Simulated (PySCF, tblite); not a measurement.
# C4H7F3SeSi: geometry, infrared bands and NMR shifts

What infrared bands and NMR shifts should C4H7F3SeSi (`C=C(C)[SiH2][Se]C(F)(F)F`) show?

Computed with tblite 0.8.0 and PySCF 2.14.0, with density-fitted response routines of our own, on a single molecule in the gas phase. Atoms are numbered from 0 throughout.

## (1) Starting geometry

16 atoms, charge 0, multiplicity 1; geometry from: force field or distance geometry start.

Bonds of the start (Å): C0–C1 1.34, C1–C2 1.46, C1–Si3 1.87, Si3–Se4 2.30, Se4–C5 1.92, C5–F6 1.38, C5–F7 1.38, C5–F8 1.40, C0–H9 1.08, C0–H10 1.12, C2–H11 1.10, C2–H12 1.12, C2–H13 1.12, Si3–H14 1.46, Si3–H15 1.45.

## (2) Geometry optimisation with GFN2-xTB

What the job is given:

```
{"job": {"kind": "relax", "xc": "GFN2-xTB", "basis": "xTB"}, "charge": 0, "multiplicity": 1}
C     -1.371300     0.765600     1.196800
C     -1.414400     0.176700    -0.011000
C     -2.663700     0.166100    -0.757100
Si     0.150600    -0.613100    -0.649000
Se     1.835100     0.749400     0.111900
C      3.400100    -0.333400     0.378600
F      3.177700    -1.448400     1.153200
F      3.864900    -0.807900    -0.829400
F      4.366300     0.495500     0.953200
H     -0.486200     0.805500     1.813500
H     -2.329900     1.223500     1.535700
H     -2.529300     0.182600    -1.849900
H     -3.267400    -0.732900    -0.453400
H     -3.262100     1.041800    -0.396000
H      0.315100    -1.965800    -0.115800
H      0.206800    -0.571900    -2.092800
```

On the command line:

```console
$ OMP_NUM_THREADS=1 python probes_run.py task.json out
```

One launch serves the whole session: the jobs run in the order shown.

Output:

```text
step      E/eV     max force
  0    -849.46585    2.410
  1    -849.70077    1.367
  2    -849.76999    0.878
  3    -849.80203    0.562
  4    -849.83050    0.369
  5    -849.83956    0.255
  6    -849.84875    0.251
  7    -849.85687    0.303
  8    -849.86389    0.255
  9    -849.86961    0.222
 10    -849.87457    0.230
 11    -849.87835    0.148
 12    -849.88145    0.198
 13    -849.88496    0.232
 14    -849.88937    0.211
 15    -849.89379    0.163
 16    -849.89714    0.128
 17    -849.89985    0.128
 18    -849.90310    0.196
 19    -849.90799    0.247
 20    -849.91459    0.297
 21    -849.92164    0.235
 22    -849.92788    0.233
 23    -849.93336    0.230
 24    -849.93830    0.218
 25    -849.94200    0.165
 26    -849.94412    0.102
 27    -849.94547    0.106
 28    -849.94689    0.116
 29    -849.94870    0.115
 30    -849.95090    0.114
 31    -849.95336    0.125
 32    -849.95594    0.133
 33    -849.95833    0.135
 34    -849.96045    0.151
 35    -849.96255    0.118
 36    -849.96458    0.127
 37    -849.96635    0.108
 38    -849.96792    0.121
 39    -849.96939    0.117
 40    -849.97099    0.120
 41    -849.97293    0.160
 42    -849.97522    0.205
 43    -849.97796    0.152
 44    -849.98207    0.129
 45    -849.98620    0.154
 46    -849.99078    0.161
 47    -849.99514    0.136
 48    -849.99795    0.118
 49    -849.99928    0.176
 50    -850.00106    0.104
 51    -850.00265    0.088
 52    -850.00399    0.081
 53    -850.00520    0.077
 54    -850.00675    0.089
 55    -850.00884    0.112
 56    -850.01147    0.132
 57    -850.01403    0.132
 58    -850.01604    0.120
 59    -850.01781    0.102
 60    -850.01975    0.103
 61    -850.02167    0.115
 62    -850.02306    0.151
 63    -850.02464    0.105
 64    -850.02619    0.081
 65    -850.02767    0.093
 66    -850.02938    0.074
 67    -850.03071    0.065
 68    -850.03156    0.070
 69    -850.03224    0.063
 70    -850.03289    0.056
 71    -850.03335    0.049
 72    -850.03361    0.038
 73    -850.03380    0.041
 74    -850.03407    0.046
 75    -850.03446    0.062
 76    -850.03493    0.065
 77    -850.03544    0.062
 78    -850.03596    0.057
 79    -850.03648    0.060
 80    -850.03721    0.076
 81    -850.03795    0.060
 82    -850.03854    0.047
 83    -850.03898    0.040
 84    -850.03941    0.061
 85    -850.03984    0.066
 86    -850.04021    0.045
 87    -850.04053    0.044
 88    -850.04094    0.045
 89    -850.04152    0.066
 90    -850.04221    0.072
 91    -850.04288    0.059
 92    -850.04346    0.066
 93    -850.04410    0.072
 94    -850.04499    0.075
 95    -850.04600    0.079
 96    -850.04677    0.072
 97    -850.04597    0.216
 98    -850.04773    0.053
 99    -850.04813    0.058
100    -850.04982    0.115
101    -850.05091    0.126
102    -850.05275    0.149
103    -850.05467    0.086
104    -850.05638    0.114
105    -850.05735    0.105
106    -850.05787    0.088
107    -850.05839    0.066
108    -850.05890    0.073
109    -850.05947    0.071
110    -850.06004    0.064
111    -850.06044    0.042
112    -850.06066    0.052
113    -850.06077    0.046
114    -850.06098    0.047
115    -850.06124    0.056
116    -850.06150    0.039
117    -850.06159    0.032
118    -850.06163    0.013
119    -850.06166    0.012
120    -850.06169    0.012
121    -850.06172    0.010
122    -850.06174    0.009
```

Wall time 1.1 s (1 thread of Arm Neoverse V1, shared host); peak memory 0.18 GiB.

Step by step: (not every step is listed)

```csv
step,energy from step 0 (eV),largest force (eV/Å)
0,0.0000,2.4098
1,-0.2349,1.3674
2,-0.3041,0.8778
3,-0.3362,0.5619
4,-0.3646,0.3693
5,-0.3737,0.2550
6,-0.3829,0.2508
7,-0.3910,0.3031
8,-0.3980,0.2554
18,-0.4372,0.1960
28,-0.4810,0.1160
38,-0.5021,0.1209
48,-0.5321,0.1177
58,-0.5502,0.1198
68,-0.5657,0.0700
78,-0.5701,0.0566
88,-0.5751,0.0455
98,-0.5819,0.0527
108,-0.5930,0.0732
117,-0.5957,0.0319
118,-0.5958,0.0127
119,-0.5958,0.0118
120,-0.5958,0.0118
121,-0.5959,0.0098
122,-0.5959,0.0088
```

Close pairs (by a distance rule), those that changed most:

```csv
bond,before (Å),after (Å),change (Å)
C5–F8,1.397,1.326,-0.071
C1–C2,1.455,1.497,+0.042
C5–F7,1.379,1.338,-0.041
C5–F6,1.376,1.338,-0.038
C2–H12,1.125,1.088,-0.036
C0–H10,1.115,1.079,-0.036
C2–H13,1.120,1.087,-0.033
Si3–Se4,2.296,2.325,+0.029
```

The next job starts from the end point, and lists it.

## (3) Vibrational analysis with GFN2-xTB

What the job is given:

```
{"job": {"kind": "ir", "xc": "GFN2-xTB", "basis": "xTB"}, "charge": 0, "multiplicity": 1}
C     -1.503775     1.239656     1.058277
C     -1.407729     0.325966     0.100903
C     -2.595927    -0.145384    -0.677732
Si     0.238084    -0.460373    -0.374307
Se     1.825848     0.527782     1.007659
C      3.289204    -0.488960     0.254863
F      3.108142    -1.807562     0.390953
F      3.439437    -0.261333    -1.054794
F      4.431550    -0.177031     0.850900
H     -0.636039     1.572557     1.613720
H     -2.443632     1.693603     1.331721
H     -2.468466     0.092469    -1.732109
H     -2.696553    -1.225843    -0.596305
H     -3.511144     0.320986    -0.320941
H      0.283976    -1.901639    -0.109376
H      0.639425    -0.171466    -1.754844
```

Output:

```text
mode    cm-1     km/mol
  1      30.1      0.83
  2      37.5      0.01
  3      53.2      0.53
  4      69.3      0.65
  5     122.1      1.06
  6     136.8      0.79
  7     223.3      3.79
  8     256.2      0.34
  9     267.2      0.64
 10     310.3      0.39
 11     311.4     18.64
 12     376.6     40.45
 13     393.7      6.41
 14     470.1      3.45
 15     475.8     12.77
 16     483.5     74.98
 17     558.6      4.12
 18     643.0     71.83
 19     654.4     36.71
 20     678.9     13.35
 21     700.0    395.65
 22     758.1    204.19
 23     915.0     22.90
 24     958.7      4.04
 25    1012.3    136.08
 26    1014.1    206.24
 27    1037.9    268.88
 28    1039.6     19.92
 29    1087.3    303.16
 30    1211.7      3.61
 31    1397.2      6.39
 32    1412.5      3.30
 33    1476.6     11.65
 34    1484.3      4.05
 35    1674.5      4.78
 36    2232.7    278.13
 37    2239.4    125.72
 38    3015.5     21.72
 39    3029.1     15.66
 40    3034.5     21.22
 41    3037.8     37.35
 42    3091.0     43.53
```

Wall time 0.73 s (1 thread of Arm Neoverse V1, shared host); peak memory 0.18 GiB.

The strongest bands and the atoms that carry them (share of the mass-weighted mode):

```csv
cm⁻¹,km/mol,atoms
700,395.6,"H14 32 %, H15 31 %, Si3 20 %"
758,204.2,"H15 47 %, H14 47 %"
1012,136.1,"H13 21 %, C2 18 %, H12 15 %, H11 14 %"
1014,206.2,"C5 51 %, F6 13 %, F7 13 %"
1038,268.9,"C5 66 %, F7 13 %, F6 13 %"
1087,303.2,"C5 70 %, F8 28 %"
2233,278.1,"H15 68 %, H14 28 %"
2239,125.7,"H14 69 %, H15 29 %"
```

## (4) Nuclear shieldings: PBE0/pcSseg-1

Same as in step 3 but for these lines:

```diff
@@ -1,2 +1,2 @@
-{"job": {"kind": "ir", "xc": "GFN2-xTB", "basis": "xTB"}, "charge": 0, "multiplicity": 1}
+{"job": {"kind": "nmr", "xc": "PBE0", "basis": "pcSseg-1"}, "charge": 0, "multiplicity": 1}
 C     -1.503775     1.239656     1.058277
```

Level: GIAO PBE0/pcSseg-1 NMR shielding, non-relativistic, gas phase.

Output:

```text
coarse grid: 67672 points
cycle   1  E = -3145.8616712466  dE =  1.976e-01  |g| = 1.128e+00  |ddm| = 3.703e+00
cycle   2  E = -3145.6745755636  dE =  1.871e-01  |g| = 1.485e+00  |ddm| = 1.270e+00
cycle   3  E = -3146.0281233916  dE = -3.535e-01  |g| = 1.807e-01  |ddm| = 8.611e-01
cycle   4  E = -3146.0326803233  dE = -4.557e-03  |g| = 5.269e-02  |ddm| = 1.348e-01
cycle   5  E = -3146.0331040186  dE = -4.237e-04  |g| = 1.169e-02  |ddm| = 5.090e-02
cycle   6  E = -3146.0331379312  dE = -3.391e-05  |g| = 2.510e-03  |ddm| = 1.428e-02
cycle   7  E = -3146.0331388985  dE = -9.672e-07  |g| = 1.358e-03  |ddm| = 2.798e-03
final grid: 142248 points
cycle   8  E = -3146.0330912235  dE =  9.286e-07  |g| = 2.352e-03  |ddm| = 3.195e-03
cycle   9  E = -3146.0330879946  dE =  3.229e-06  |g| = 4.233e-03  |ddm| = 5.288e-03
cycle  10  E = -3146.0330926532  dE = -4.659e-06  |g| = 1.782e-04  |ddm| = 3.410e-03
cycle  11  E = -3146.0330926615  dE = -8.324e-09  |g| = 1.532e-05  |ddm| = 1.805e-04
cycle  12  E = -3146.0330926615  dE = -4.638e-11  |g| = 5.375e-06  |ddm| = 2.091e-05
converged SCF energy = -3146.0330926615

GIAO shielding tensors (ppm)
atom      isotropic    diamagn.    paramagn.     s11        s22        s33       span
  0 C       48.251     254.089    -205.838    -64.831     65.222    144.362    209.192
  1 C       41.226     264.360    -223.134    -67.718     19.578    171.819    239.537
  2 C      160.699     245.209     -84.509    145.875    148.551    187.672     41.796
  3 Si     372.515     881.897    -509.382    325.894    363.743    427.908    102.013
  4 Se    1691.765    3003.256   -1311.491   1018.878   1462.485   2593.932   1575.054
  5 C       41.394     247.622    -206.228     25.847     37.014     61.322     35.475
  6 F      201.301     475.790    -274.488    118.523    175.313    310.069    191.546
  7 F      201.524     475.837    -274.313    119.056    175.149    310.367    191.311
  8 F      217.481     466.494    -249.013    139.512    195.683    317.249    177.737
  9 H       26.282      33.225      -6.943     22.487     24.618     31.741      9.254
 10 H       25.510      30.561      -5.051     23.069     24.589     28.870      5.801
 11 H       29.581      28.414       1.166     25.398     28.345     34.999      9.602
 12 H       29.610      28.451       1.159     25.318     28.603     34.909      9.591
 13 H       29.529      28.291       1.238     25.637     27.855     35.096      9.459
 14 H       26.165      30.148      -3.983     21.511     26.043     30.940      9.429
 15 H       26.162      30.193      -4.031     21.504     26.044     30.939      9.435
```

Run time: 52 s. Hardware: 1 thread of Arm Neoverse V1, shared host; peak memory 1.1 GiB.

The references, computed at this level on geometries of the same kind, shield at (ppm): 1H TMS 31.72, 13C TMS 186.9, 29Si TMS 349.2, 19F CFCl3 170.9, 77Se Me2Se 1758. Their shielding less the atom's gives the shift. The references are single molecules in the gas phase, so shifts against H2O, NH3, PH3, H3PO4 or CFCl3 are not on the usual liquid scales and can be off by tens of ppm. Atoms listed in one row are averaged.

```csv
atoms,environment,σ (ppm),δ (ppm)
C1,fully substituted alkene carbon,41.2,145.7
C5,CF3 carbon,41.4,145.5
C0,terminal =CH2 carbon,48.3,138.7
C2,allylic methyl carbon,160.7,26.2
H10,hydrogen on a terminal =CH2 carbon,25.51,6.21
"H14, H15","hydrogen on a silicon bonded to C, Se",26.16,5.55
H9,hydrogen on a terminal =CH2 carbon,26.28,5.43
"H11, H12, H13",hydrogen on an allylic methyl carbon,29.57,2.14
Si3,"silicon bonded to C, Se, 2 H",372.5,-23.4
Se4,"selenium bonded to C, Si",1692,67
"F6, F7, F8",fluorine of a CF3 group,206.8,-35.8
```

The run also stored atomic charges by several schemes (e):

```csv
atoms,Mulliken,IAO,Hirshfeld,ESP fit
C0,-0.08,-0.29,-0.09,-0.69
C1,-0.62,-0.24,-0.08,0.34
C2,-0.18,-0.42,-0.11,-0.46
Si3,0.73,0.64,0.29,-0.04
Se4,-0.35,-0.09,-0.05,-0.23
C5,0.71,0.67,0.23,0.44
"F6, F7, F8",-0.25,-0.27,-0.09,-0.14
```

Mayer bond orders: C0–C1 1.97, C1–C2 1.04, C1–Si3 0.88, Si3–Se4 0.84, Se4–C5 1.02, C5–F6 0.99, C5–F7 0.99, C5–F8 1.02.

## (5) Results

```
                                                                 quantity                          value
                                strongest single infrared mode (GFN2-xTB)           700 cm⁻¹, 396 km/mol
                                             zero-point energy (GFN2-xTB)                  62.1 kcal/mol
                                   13C shifts against TMS (PBE0/pcSseg-1)  145.7, 145.5, 138.7, 26.2 ppm
   1H shifts against TMS (PBE0/pcSseg-1, means over atoms taken as alike)     6.21, 5.55, 5.43, 2.14 ppm
                                  29Si shifts against TMS (PBE0/pcSseg-1)                      -23.4 ppm
                                77Se shifts against Me2Se (PBE0/pcSseg-1)                         67 ppm
19F shifts against CFCl3 (PBE0/pcSseg-1, means over atoms taken as alike)                      -35.8 ppm
```

Relaxing lowered the energy by 0.596 eV in 122 steps; the close pair that moved most is C5–F8, from 1.397 to 1.326 Å. All 42 modes are real, so the xTB geometry is a minimum. The strongest single mode, at 700 cm⁻¹, is carried by H14, H15, Si3. Unscaled tight-binding wavenumbers are off by several per cent, some by more. Its intensities can rank the bands wrongly. The most deshielded carbon is C1 (fully substituted alkene carbon), at 145.7 ppm: the olefinic region. At PBE0/pcSseg-1: The largest span, 1575 ppm, is at Se4, where the paramagnetic term is -1311 ppm. Spin-orbit coupling is left out, which matters for shieldings and couplings at and beside the heavy atoms.
